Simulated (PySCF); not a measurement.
# NdCl₄−: ligand-field states, part 1 of 2

What do calculations give for the ligand-field states of NdCl₄−?

Computed with PySCF 2.14.0 and routines of our own; the level stands in each step. Atoms count from 0.

### Step 1. The starting structure

5 atoms, charge -1, states of the metal's open shell are computed; geometry from: model geometry, bond lengths from ionic radii.

### Step 2. Ligand-field states: state-averaged CASSCF in water

The job: settings as JSON, then the geometry in Å.

```
{"job": {"kind": "lf", "basis": {"metal": "x2c-TZVPall", "ligand": "x2c-SVPall"}, "nevpt": false, "solvent": "water"}, "charge": -1, "metal": "Nd", "open_shell": "f3"}
Nd     0.000000     0.000000     0.000000
Cl     1.485522     1.485522     1.485523
Cl    -1.485522    -1.485522     1.485523
Cl    -1.485522     1.485522    -1.485523
Cl     1.485522    -1.485522    -1.485523
```

With the program's defaults for keys left out, this is: state-averaged CASSCF of the metal f shell, state-interaction spin-orbit coupling.

Started as:

```console
OMP_NUM_THREADS=1 python lf_run.py task.json out
```

This one command runs all jobs of the session in turn.

The program printed:

```text
basis functions 176, electrons 129, active (3e, 7o)
stage 1: DIIS on the effective Fock matrix, level shift 0.30
cycle   1  E = -11459.1508254481  dE = -1.146e+04  max|g| = 2.184e+00
cycle   2  E = -11455.2604554859  dE =  3.890e+00  max|g| = 6.083e+00
cycle   3  E = -11456.9982456210  dE = -1.738e+00  max|g| = 3.633e+00
cycle   4  E = -11463.3993029853  dE = -6.401e+00  max|g| = 4.260e-01
cycle   5  E = -11463.4159343780  dE = -1.663e-02  max|g| = 4.187e-01
cycle   6  E = -11463.4908324175  dE = -7.490e-02  max|g| = 2.656e-01
cycle   7  E = -11463.5471648080  dE = -5.633e-02  max|g| = 1.020e-01
cycle   8  E = -11463.5400126900  dE =  7.152e-03  max|g| = 1.544e-01
cycle   9  E = -11463.4982344228  dE =  4.178e-02  max|g| = 2.920e-01
cycle  10  E = -11463.3580275505  dE =  1.402e-01  max|g| = 5.957e-01
cycle  11  E = -11463.1905588433  dE =  1.675e-01  max|g| = 8.855e-01
cycle  12  E = -11462.3809604086  dE =  8.096e-01  max|g| = 1.869e+00
cycle  13  E = -11460.0226332674  dE =  2.358e+00  max|g| = 3.387e+00
cycle  14  E = -11456.8147071122  dE =  3.208e+00  max|g| = 3.727e+00
cycle  15  E = -11453.9218183685  dE =  2.893e+00  max|g| = 3.163e+00
stage 2: quasi-Newton rotations from the point of smallest gradient
cycle  17  E = -11463.5578866500  dE = -1.072e-02  max|g| = 2.123e-02
cycle  18  E = -11463.5585885977  dE = -7.019e-04  max|g| = 4.277e-03
cycle  19  E = -11463.5586134766  dE = -2.488e-05  max|g| = 8.379e-04
cycle  20  E = -11463.5586149597  dE = -1.483e-06  max|g| = 5.796e-04
cycle  21  E = -11463.5586152133  dE = -2.536e-07  max|g| = 1.536e-04
cycle  22  E = -11463.5586152318  dE = -1.855e-08  max|g| = 1.978e-05
cycle  23  E = -11463.5586152328  dE = -9.877e-10  max|g| = 4.595e-06
converged average energy = -11463.5586152328

 mult deg   label        CASSCF/cm-1   NEVPT2/cm-1
   4   1   4A1                 0.0
   4   1   4A2                23.7
   4   3   4T1                37.6
   4   3   4T2                47.7
   4   2   4E                225.4
   4   3   4T1               249.4
   2   3   2T2             13975.1
   2   2   2E              13994.2
   2   3   2T1             14068.2
   2   3   2T2             14107.3
   4   1   4A1             14137.1
   4   1   4A2             14273.1
   4   3   4T1             14290.9
   4   3   4T2             14303.1
   2   3   2T1             18609.7
   2   2   2E              18660.4
   2   3   2T2             18679.7
   2   1   2A2             18699.2
   2   3   2T2             21063.0
   2   2   2E              21087.5
   2   3   2T1             21103.6
   2   1   2A1             21131.3
   2   3   2T1             21199.3
   2   3   2T2             21206.7
   4   2   4G              22274.4
   4   1   4G              22274.8
   4   3   4T2             22277.1
   4   3   4T1             22552.9
   2   2   2E              25793.7
   2   3   2T1             25807.0
   2   3   2T2             25872.5
   2   2   2E              34162.0
   2   3   2T1             34171.9
   2   1   2A1             34259.4
   2   3   2T1             34282.4
   2   3   2T2             34302.2
   2   1   2A2             34320.5
   2   3   2T1             34929.7
   2   2   2E              34937.2
   2   3   2T1             34950.7
   2   3   2T2             34962.5
   2   1   2L              35008.0
   2   4   2L              35008.2
   2   1   2A2             35009.6
   4   2   4E              36411.1
   4   3   4T1             36605.4
   2   3   2T2             39073.3
   2   3   2T1             39112.2
   2   2   2E              39148.8
   2   3   2T2             39160.1
   2   3   2T1             40050.4
   2   2   2E              40251.9
   2   3   2T1             47325.7
   2   1   2A1             47363.0
   2   3   2T2             47407.6
   2   1   2A2             60199.0
   2   3   2T2             60226.8
   2   2   2E              60242.6
   2   3   2T1             60276.5
   2   3   2T2             86288.9

spin-orbit levels / cm-1
      0.00  x4  4T2 0.37 4T1 0.25 4A2 0.18
     44.50  x4  4T1 0.32 4T1 0.21 4T2 0.20
    173.11  x2  4T1 0.54 4E 0.41
   1921.96  x2  4T1 0.43 4T2 0.43 4T1 0.10
   1936.79  x4  4T2 0.29 4A2 0.23 4T1 0.22
   1962.34  x2  4T1 0.39 4E 0.29 4T2 0.26
   2015.88  x4  4T1 0.39 4E 0.28 4T1 0.17
   3983.38  x2  4T2 0.57 4T1 0.34 4T1 0.07
   3995.06  x4  4A2 0.26 4T1 0.22 4T2 0.16
   4005.46  x2  4T2 0.48 4T1 0.33 4T1 0.16
   4078.54  x2  4E 0.59 4T1 0.19 4T2 0.16
   4087.68  x4  4T1 0.51 4E 0.17 4T1 0.16
   6132.45  x4  4T1 0.41 4T2 0.26 4A1 0.21
   6141.46  x4  4T2 0.49 4T1 0.28 4A2 0.18
   6287.02  x4  4T1 0.45 4E 0.32 4T2 0.10
   6291.50  x2  4E 0.51 4T1 0.28 4T1 0.20
   6301.82  x2  4T1 0.71 4T2 0.10 4T1 0.10
  15334.08  x4  2T2 0.45 2E 0.31 2T1 0.11
  15395.79  x2  2T2 0.78 2A2 0.08 2T2 0.06
  15415.81  x4  4T1 0.33 4T2 0.21 2T1 0.18
```

Wall time 34 s (1 thread of Arm Neoverse V1, shared host); peak memory 0.52 GiB.

Warnings kept with the result: spin Hamiltonian not valid, low-lying orbital states.

In short:

| quantity | value |
| --- | --- |
| spin-orbit constant ζ | 917 cm⁻¹ |

Powder susceptibility:

| T (K) | χT (cm³ K/mol) | μ(eff) |
| --- | --- | --- |
| 2 | 0.679 | 2.33 |
| 5 | 0.769 | 2.48 |
| 10 | 0.917 | 2.71 |
| 20 | 1.159 | 3.04 |
| 30 | 1.301 | 3.23 |
| 50 | 1.432 | 3.38 |
| 75 | 1.505 | 3.47 |
| 100 | 1.546 | 3.52 |
| 150 | 1.591 | 3.57 |
| 200 | 1.617 | 3.60 |
| 250 | 1.636 | 3.62 |
| 300 | 1.651 | 3.63 |

### Step 3. Ligand-field states: state-averaged CASSCF (roots {'4': 999, '2': 0}) in water

The job: settings as JSON, then the geometry in Å.

```
{"job": {"kind": "lf", "basis": {"metal": "x2c-TZVPall", "ligand": "x2c-SVPall"}, "nevpt": false, "solvent": "water", "roots": {"4": 999, "2": 0}}, "charge": -1, "metal": "Nd", "open_shell": "f3"}
Nd     0.000000     0.000000     0.000000
Cl     1.485522     1.485522     1.485523
Cl    -1.485522    -1.485522     1.485523
Cl    -1.485522     1.485522    -1.485523
Cl     1.485522    -1.485522    -1.485523
```

Method: state-averaged CASSCF of the metal f shell, state-interaction spin-orbit coupling.

The program printed:

```text
basis functions 176, electrons 129, active (3e, 7o)
stage 1: DIIS on the effective Fock matrix, level shift 0.30
cycle   1  E = -11459.1508254481  dE = -1.146e+04  max|g| = 2.184e+00
cycle   2  E = -11455.2604554859  dE =  3.890e+00  max|g| = 6.083e+00
cycle   3  E = -11456.9982456210  dE = -1.738e+00  max|g| = 3.633e+00
cycle   4  E = -11463.3993029853  dE = -6.401e+00  max|g| = 4.260e-01
cycle   5  E = -11463.4159343780  dE = -1.663e-02  max|g| = 4.187e-01
cycle   6  E = -11463.4908324175  dE = -7.490e-02  max|g| = 2.656e-01
cycle   7  E = -11463.5471648080  dE = -5.633e-02  max|g| = 1.020e-01
cycle   8  E = -11463.5400126900  dE =  7.152e-03  max|g| = 1.544e-01
cycle   9  E = -11463.4982344228  dE =  4.178e-02  max|g| = 2.920e-01
cycle  10  E = -11463.3580275505  dE =  1.402e-01  max|g| = 5.957e-01
cycle  11  E = -11463.1905588433  dE =  1.675e-01  max|g| = 8.855e-01
cycle  12  E = -11462.3809604086  dE =  8.096e-01  max|g| = 1.869e+00
cycle  13  E = -11460.0226332674  dE =  2.358e+00  max|g| = 3.387e+00
cycle  14  E = -11456.8147071122  dE =  3.208e+00  max|g| = 3.727e+00
cycle  15  E = -11453.9218183685  dE =  2.893e+00  max|g| = 3.163e+00
stage 2: quasi-Newton rotations from the point of smallest gradient
cycle  17  E = -11463.5578866500  dE = -1.072e-02  max|g| = 2.123e-02
cycle  18  E = -11463.5585885977  dE = -7.019e-04  max|g| = 4.277e-03
cycle  19  E = -11463.5586134766  dE = -2.488e-05  max|g| = 8.379e-04
cycle  20  E = -11463.5586149597  dE = -1.483e-06  max|g| = 5.796e-04
cycle  21  E = -11463.5586152133  dE = -2.536e-07  max|g| = 1.536e-04
cycle  22  E = -11463.5586152318  dE = -1.855e-08  max|g| = 1.978e-05
cycle  23  E = -11463.5586152328  dE = -9.877e-10  max|g| = 4.595e-06
converged average energy = -11463.5586152328

 mult deg   label        CASSCF/cm-1   NEVPT2/cm-1
   4   1   4A1                 0.0
   4   1   4A2                23.7
   4   3   4T1                37.6
   4   3   4T2                47.7
   4   2   4E                225.4
   4   3   4T1               249.4
   4   1   4A1             14137.1
   4   1   4A2             14273.1
   4   3   4T1             14290.9
   4   3   4T2             14303.1
   4   2   4G              22274.4
   4   1   4G              22274.8
   4   3   4T2             22277.1
   4   3   4T1             22552.9
   4   2   4E              36411.1
   4   3   4T1             36605.4

spin-orbit levels / cm-1
      0.00  x4  4T2 0.38 4T1 0.26 4A2 0.18
     44.58  x4  4T1 0.33 4T2 0.21 4T1 0.21
    176.45  x2  4T1 0.55 4E 0.42
   1694.39  x2  4T1 0.43 4T2 0.43 4T1 0.10
   1709.17  x4  4T2 0.29 4A2 0.23 4T1 0.22
   1734.59  x2  4T1 0.39 4E 0.29 4T2 0.26
   1789.61  x4  4T1 0.40 4E 0.28 4T1 0.17
   3675.73  x2  4T2 0.57 4T1 0.34 4T1 0.07
   3687.51  x4  4A2 0.26 4T1 0.22 4T2 0.17
   3697.86  x2  4T2 0.48 4T1 0.33 4T1 0.17
   3770.99  x2  4E 0.59 4T1 0.19 4T2 0.16
   3780.21  x4  4T1 0.51 4E 0.17 4T1 0.16
   5937.95  x4  4T1 0.42 4T2 0.26 4A1 0.22
   5947.26  x4  4T2 0.50 4T1 0.28 4A2 0.19
   6092.80  x4  4T1 0.45 4E 0.32 4T2 0.10
   6097.17  x2  4E 0.52 4T1 0.28 4T1 0.20
   6108.05  x2  4T1 0.72 4T2 0.10 4T1 0.10
  15590.34  x4  4T1 0.43 4T2 0.40 4A1 0.17
  16343.66  x4  4T1 0.44 4T2 0.34 4A1 0.23
```

Run time: 28 s. Hardware: 1 thread of Arm Neoverse V1, shared host; peak memory 0.55 GiB.

Warnings kept with the result: spin Hamiltonian not valid, low-lying orbital states.

In short:

| quantity | value |
| --- | --- |
| spin-orbit constant ζ | 917 cm⁻¹ |

This run leaves out whole multiplicities, so its levels and magnetism hold for the complex only if the ground state is among those kept.

(Continued in part 2 of 2.)
